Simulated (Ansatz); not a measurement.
# BaFeO3: the cost of one run

Program: Ansatz 0.2.0. Level of theory: DFT LDA+U (U_eff = 3 eV on Fe d), plane waves, PAW. These are calculated values, not measurements.

The COD entry's cell or inner coordinates are ideal or old and differ from later refinements, so a difference from it is no clean test against experiment.

## Step 1: The system as given

Symmetry: Pm-3m, No. 221, cubic system. Conventional cell: a = 4.020 Å, b = 4.020 Å, c = 4.020 Å, α = 90.00°, β = 90.00°, γ = 90.00°. Ba (site symmetry m-3m) is surrounded by 12 O at 2.84 Å. Fe (site symmetry m-3m) has 6 O at 2.01 Å as nearest neighbours. Around O (site symmetry 4/mmm) lie 2 Fe at 2.01 Å and 4 Ba at 2.84 Å.

Structure file:

```cif
data_structure
_symmetry_space_group_name_H-M 'Pm-3m'
_symmetry_Int_Tables_number 221
_cell_length_a 4.0200
_cell_length_b 4.0200
_cell_length_c 4.0200
_cell_angle_alpha 90.000
_cell_angle_beta 90.000
_cell_angle_gamma 90.000
_cell_volume 64.96
loop_
_atom_site_label
_atom_site_type_symbol
_atom_site_symmetry_multiplicity
_atom_site_Wyckoff_symbol
_atom_site_fract_x
_atom_site_fract_y
_atom_site_fract_z
_atom_site_occupancy
Ba1 Ba 1 a 0.00000 0.00000 0.00000 1
Fe1 Fe 1 b 0.50000 0.50000 0.50000 1
O1 O 3 c 0.50000 0.50000 0.00000 1
```

An earlier series on this cell reached its lowest free state from «ferromagnetic start, free, symmetry kept, no search», perhaps among other starts.

## Step 2: Site moments held (series factor 0.6; the input gives the size)

Input file input.yaml:

```yaml
crystal:
  lattice:
    - [4.01999983, 0.0, 0.0]
    - [0.0, 4.01999983, 0.0]
    - [0.0, 0.0, 4.01999983]
  atoms:
    - { symbol: Ba, position: [0.0, 0.0, 0.0] }
    - { symbol: Fe, position: [0.5, 0.5, 0.5], spin: 2.05 }
    - { symbol: O, position: [0.5, 0.5, 0.0] }
    - { symbol: O, position: [0.0, 0.5, 0.5] }
    - { symbol: O, position: [0.5, 0.0, 0.5] }
basis:
  ecutwfc: 420
  ecutrho_ratio: 4
kpoints:
  mp_grid: { grid: [5, 5, 5] }
hamiltonian:
  xc: lda
  hubbard: { sites: [{ site: 1, l: d, u_eff: 3.0 }] }
scf:
  occupations: { method: gaussian, width: 0.05 }
  lower_state_search: "off"
  max_iter: 150
output:
  forces: true
  stress: true
  eigenvalues: true
  populations: true
  hubbard: { sites: [{ site: 1, l: d }] }
magnetization:
  spin_polarized: true
  spin_locking: { lock_spins: true }
```

The lock stays on to the end, so the result is a constrained state.

Command:

```sh
> ansatz run input.yaml --threads 4 --pin off --max-ram 6144MiB --backend cpu --events-out ev --progress --plain --runs-dir out
```

What time and memory should one allow on 4 threads of AMD EPYC 7B13 (Zen 3), shared host?

About 2.5 s, with a peak of 0.46 GiB.
